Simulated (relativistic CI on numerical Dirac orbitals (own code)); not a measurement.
**Cr⁴⁺: M2,3 absorption multiplets**

Aim: the M2,3 absorption spectrum of Cr⁴⁺ in 4 surroundings, from the same atomic integrals.

Program: relativistic CI on numerical Dirac orbitals (own code) version 1. Level of theory: Dirac-Coulomb-Breit CI, KLI orbitals optimised for each configuration, model QED (radiative potential, 1s self-energy scaled to tabulated hydrogen-like ionisation energies), valence Slater integrals scaled by 0.8, multiplet model of core-to-valence dipole absorption in a parametric crystal field. These are calculated values, not measurements, unless marked.

### Step 1. What is computed

```
ion                                            : Cr⁴⁺ (Cr V)
nuclear charge                                 : 24
electrons                                      : 20
configurations                                 : [Ar] 3d2 → [Ne] 3s2 3p5 3d3
magnetising field for the dichroism, Lz and Sz : exchange field 10 meV on Sz; these come from the lowest magnetised state alone (0 K)
temperature of the isotropic spectrum          : 300 K
widths                                         : Lorentz 1.2 eV, Gauss 0.3 eV
surrounding 1                                  : D4h, 10Dq = 15350, Ds = -770, Dt = 340 cm⁻¹
surrounding 2                                  : Oh, 10Dq = 29050 cm⁻¹
surrounding 3                                  : D4h, 10Dq = 22900, Ds = -1410, Dt = 1090 cm⁻¹
surrounding 4                                  : Td, 10Dq = -14350 cm⁻¹
```

### Step 2. Surrounding 1: D4h, 10Dq = 15350, Ds = -770, Dt = 340

The run's settings:

```ini
atom Cr  Z=24  charge=4  electrons=20
nucleus A=52  rms_radius_fm=3.6452
hamiltonian dirac-coulomb  breit=on  qed=on  c_scale=1
orbitals kli  potential=per-configuration
slater_scale 0.8
correlation none
mixing on
configurations
  [Ar] 3d2
  [Ne] 3s2 3p5 3d3
end
absorption M2,3 T=300 lorentz=1.2 gauss=0.3
crystal_field D4h 10Dq=15350 Ds=-770 Dt=340
```

### Step 3. Surrounding 2: Oh, 10Dq = 29050

Changes to the settings of step 2:

```diff
@@ -12,2 +12,2 @@
 absorption M2,3 T=300 lorentz=1.2 gauss=0.3
-crystal_field D4h 10Dq=15350 Ds=-770 Dt=340
+crystal_field Oh 10Dq=29050
```

### Step 4. Surrounding 3: D4h, 10Dq = 22900, Ds = -1410, Dt = 1090

Changes to the settings of step 3:

```diff
@@ -12,2 +12,2 @@
 absorption M2,3 T=300 lorentz=1.2 gauss=0.3
-crystal_field Oh 10Dq=29050
+crystal_field D4h 10Dq=22900 Ds=-1410 Dt=1090
```

### Step 5. Surrounding 4: Td, 10Dq = -14350

Changes to the settings of step 4:

```diff
@@ -12,2 +12,2 @@
 absorption M2,3 T=300 lorentz=1.2 gauss=0.3
-crystal_field D4h 10Dq=22900 Ds=-1410 Dt=1090
+crystal_field Td 10Dq=-14350
```

(Steps that only read results are left out.)

What does the calculation give? Wanted: highest peak, first run; ground spin; core spin-orbit splitting.

The runs gave:

| surrounding | ground S | Lz (0 K) | Sz (0 K) | centroid (eV) | share of the lower edge | up to four highest peaks (% of the highest), eV |
| --- | --- | --- | --- | --- | --- | --- |
| 1: D4h | 1.00 | 1.46 | -0.99 | 57.39 | - | 50.8 (13), 53.8 (66), 59.5 (100), 63.2 (35) |
| 2: Oh | 1.00 | 1.31 | -1.00 | 57.56 | - | 49.5 (9), 55.0 (66), 60.5 (100), 64.8 (19) |
| 3: D4h | 1.00 | 1.36 | -1.00 | 57.46 | - | 51.8 (15), 54.2 (68), 59.8 (100), 63.8 (28) |
| 4: Td | 1.00 | 0.09 | -1.00 | 57.51 | - | 50.8 (13), 54.5 (64), 60.5 (100), 64.2 (19) |

```
                                 quantity    value
                  highest peak, first run  59.5 eV
      ground spin (effective S from ⟨S²⟩)     1.00
core spin-orbit splitting (without Breit)  1.11 eV
```

The position of the maximum differs by up to 1.0 eV between the surroundings, by shifts of peaks or by peaks exchanging rank. Edge positions are free-ion values and differ from those in solids by a few eV or more.
